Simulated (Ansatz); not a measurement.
Write a Python script for the Python package of Ansatz (0.2.0) that makes a geometry optimisation of BFH₄OSSn, SMILES OB(F)[S][SnH3]. Settings: CAM-B3LYP, def2-SVP basis, multiplicity 1.

```xyz
9

O     2.3107    0.5276    0.2651
B     1.4769   -0.4553   -0.4331
F     1.6606   -1.8465   -0.1407
S     0.2789    0.0537   -1.7274
Sn   -1.5437    0.1759   -0.0832
H     1.7281    0.8142    1.0550
H    -3.0221    0.6413   -0.8344
H    -1.6929   -1.3570    0.7060
H    -1.1080    1.3998    1.1755
```

The script, `opt_bfh4ossn.py`:
```python
'''Geometry optimisation of BFH4OSSn.'''

import ansatz as az
import numpy as np

GEOMETRY = '''
O     2.31070    0.52760    0.26510
B     1.47690   -0.45530   -0.43310
F     1.66060   -1.84650   -0.14070
S     0.27890    0.05370   -1.72740
Sn   -1.54370    0.17590   -0.08320
H     1.72810    0.81420    1.05500
H    -3.02210    0.64130   -0.83440
H    -1.69290   -1.35700    0.70600
H    -1.10800    1.39980    1.17550
'''


def main() -> None:
    molecule = az.Crystal.molecule()
    for line in GEOMETRY.strip().splitlines():
        symbol, *xyz = line.split()
        molecule = molecule.atom(symbol, [float(v) for v in xyz])

    setup = molecule.calculation()
    setup = setup.basis(gaussian='def2-SVP').functional('cam_b3lyp')
    symbols = [site.symbol for site in molecule.cartesian_sites]
    start = np.array([site.position_ang for site in molecule.cartesian_sites], dtype=float)
    def progress(event):
        if event['event'] == 'relax_step':
            row = event['data']
            print(f'step {row["step"]:3d}  E = {row["lagrangian_ev"]:.6f} eV  max force {row["allowed_force_max_ev_ang"]:.4f} eV/A')


    rep = setup.relax(force_tolerance=0.02).session().plan().execute(on_event=progress).report
    end = np.array(rep['positions_ang'])

    print('reference energy %16.6f eV' % rep['reference_energy_ev'])
    print('total energy     %16.6f eV' % rep['free_energy_ev'])
    print('occupied (up, down):', rep['n_occupied'], ' virtual:', rep['n_virtual'], ' frozen:', rep['n_frozen'])

    print('bond        before    after (A)')
    for i, j in [(0, 1), (0, 5), (1, 2), (1, 3), (3, 4), (4, 6), (4, 7), (4, 8)]:
        d0, d1 = (np.linalg.norm(xyz[i] - xyz[j]) for xyz in (start, end))
        print(f'{symbols[i]}{i}-{symbols[j]}{j}'.ljust(10), f'{d0:8.4f} {d1:8.4f}')
    for i, j, k in [(1, 0, 5), (0, 1, 2), (0, 1, 3), (2, 1, 3), (1, 3, 4), (3, 4, 6), (3, 4, 7), (3, 4, 8)]:
        u, v = end[i] - end[j], end[k] - end[j]
        print(f'angle {symbols[i]}{i}-{symbols[j]}{j}-{symbols[k]}{k}: {np.degrees(np.arccos(np.clip(u @ v / np.linalg.norm(u) / np.linalg.norm(v), -1, 1))):.2f} deg')


if __name__ == '__main__':
    main()
```

```console
$ python opt_bfh4ossn.py
step   1  E = -22165.073494 eV  max force 3.6233 eV/A
step   2  E = -22165.466487 eV  max force 1.6808 eV/A
step   3  E = -22165.540041 eV  max force 1.9381 eV/A
step   4  E = -22165.809463 eV  max force 0.7079 eV/A
step   5  E = -22165.917551 eV  max force 1.5648 eV/A
step   6  E = -22166.159559 eV  max force 0.5157 eV/A
step   7  E = -22166.246846 eV  max force 0.3227 eV/A
step   8  E = -22166.279514 eV  max force 1.1302 eV/A
step   9  E = -22166.303070 eV  max force 1.0539 eV/A
step  10  E = -22166.367576 eV  max force 0.3607 eV/A
step  11  E = -22166.372333 eV  max force 0.9614 eV/A
step  12  E = -22166.390570 eV  max force 1.4517 eV/A
step  13  E = -22166.447093 eV  max force 0.3904 eV/A
step  14  E = -22166.465797 eV  max force 0.4493 eV/A
step  15  E = -22166.475762 eV  max force 0.3561 eV/A
step  16  E = -22166.489896 eV  max force 0.1921 eV/A
step  17  E = -22166.501596 eV  max force 0.0577 eV/A
step  18  E = -22166.501061 eV  max force 0.3495 eV/A
step  19  E = -22166.505112 eV  max force 0.0231 eV/A
step  20  E = -22166.505514 eV  max force 0.1337 eV/A
step  21  E = -22166.505507 eV  max force 0.1183 eV/A
step  22  E = -22166.506291 eV  max force 0.0258 eV/A
step  23  E = -22166.506344 eV  max force 0.0127 eV/A
reference energy    -22166.506480 eV
total energy        -22166.506480 eV
occupied (up, down): [32, 32]  virtual: [74, 74]  frozen: 0
bond        before    after (A)
O0-B1        1.4659   1.3446
O0-H5        1.0225   0.9634
B1-F2        1.4334   1.3345
B1-S3        1.8356   1.8180
S3-Sn4       2.4577   2.4428
Sn4-H6       1.7224   1.7062
Sn4-H7       1.7306   1.7030
Sn4-H8       1.8089   1.7030
angle B1-O0-H5: 114.21 deg
angle O0-B1-F2: 116.68 deg
angle O0-B1-S3: 123.28 deg
angle F2-B1-S3: 120.04 deg
angle B1-S3-Sn4: 98.63 deg
angle S3-Sn4-H6: 103.64 deg
angle S3-Sn4-H7: 108.84 deg
angle S3-Sn4-H8: 108.92 deg
```

Caveats:
- Total energies depend on the basis set; only differences at equal settings carry meaning.
- The end point is the stationary point reached from this start; no frequency run checks that it is a minimum, and the basis set is modest.
- def2 sets replace the cores of elements past krypton by effective core potentials.
- Timing: 3.3 min on 1 thread of Arm Neoverse V1, with other jobs on the host, peak memory 0.38 GiB.

(Lines on the test bed's own set-up are left out of the output.)
